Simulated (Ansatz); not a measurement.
Crystal: Ba2Tl5V3O12.

```xyz
22
Lattice="6.6527 0.0495 0.0202 2.8607 8.3646 0.0038 2.6828 2.4694 9.1957" Properties=species:S:1:pos:R:3 pbc="T T T"
Ba    5.5442    0.4859    0.2246
Ba    5.0453    8.8099    3.1356
V     7.8851    6.7880    3.1058
V     2.5747    2.3174    0.3028
V     2.2646    2.2781    6.0800
Tl    3.7845    4.2101    3.2255
Tl    6.5448    4.4409    5.5815
Tl    8.1264    9.0456    6.1615
Tl    6.6930    4.4787    1.0881
Tl    4.6212    7.2113    6.8375
O     3.6229    2.1646    4.9879
O     8.0188    5.0381    3.1811
O     3.7266    2.1571    1.5981
O     7.5372    1.8755    5.1646
O     4.9576    6.4605    9.0991
O     7.0474    7.3889    4.4933
O     8.6870    3.8848    6.7562
O     6.8904    7.1926    1.7495
O     1.1117    1.6298    0.9364
O     5.2975    9.5590    7.4268
O     5.9074    3.9074    8.2110
O     9.3999    7.5353    2.8601
```

The cell was built by a generator and needn't be a form met in nature.

Base run:

- Program: Ansatz 0.2.0
- Functional: revPBE
- Potentials or basis: all-electron LAPW, scalar-relativistic
- Cutoff: 492 eV
- Density cutoff: 1969 eV
- Basis error allowed: 0.003 eV/atom
- k mesh: 4 × 3 × 2
- Occupations: fermi-dirac, width 0.05 eV
- Spin: collinear spin, ferromagnetic start
- Starting moments: [0.0, 0.0, 2.0, 2.0, 2.0, 0.0, 0.0, 0.0, 0.0, 0.0, 0.0, 0.0, 0.0, 0.0, 0.0, 0.0, 0.0, 0.0, 0.0, 0.0, 0.0, 0.0] μB

Its results: band gap on the k mesh 2.97 eV, indirect (least direct gap 3.10 eV); pressure 1.6 GPa; net moment 0.00 μB per cell; largest force 0.166 eV/Å.

Problem. After a change of settings the same cell gave: band gap on the k mesh 2.86 eV, indirect (least direct gap 2.99 eV); pressure -2.6 GPa; net moment 0.00 μB per cell; largest force 0.383 eV/Å. Which change was it?
A. functional from revPBE to LDA
B. functional from revPBE to PBE; hubbard terms from none to V d U = 3 eV
C. functional from revPBE to PBEsol
D. functional from revPBE to PBE

Solution. C.

PBEsol binds more tightly than revPBE, so the same cell stands under less pressure.

Caveats: spin-orbit coupling is left out, which as a rule narrows the gap of such compounds by several tenths of an eV.

Not every run made on this cell is shown here.
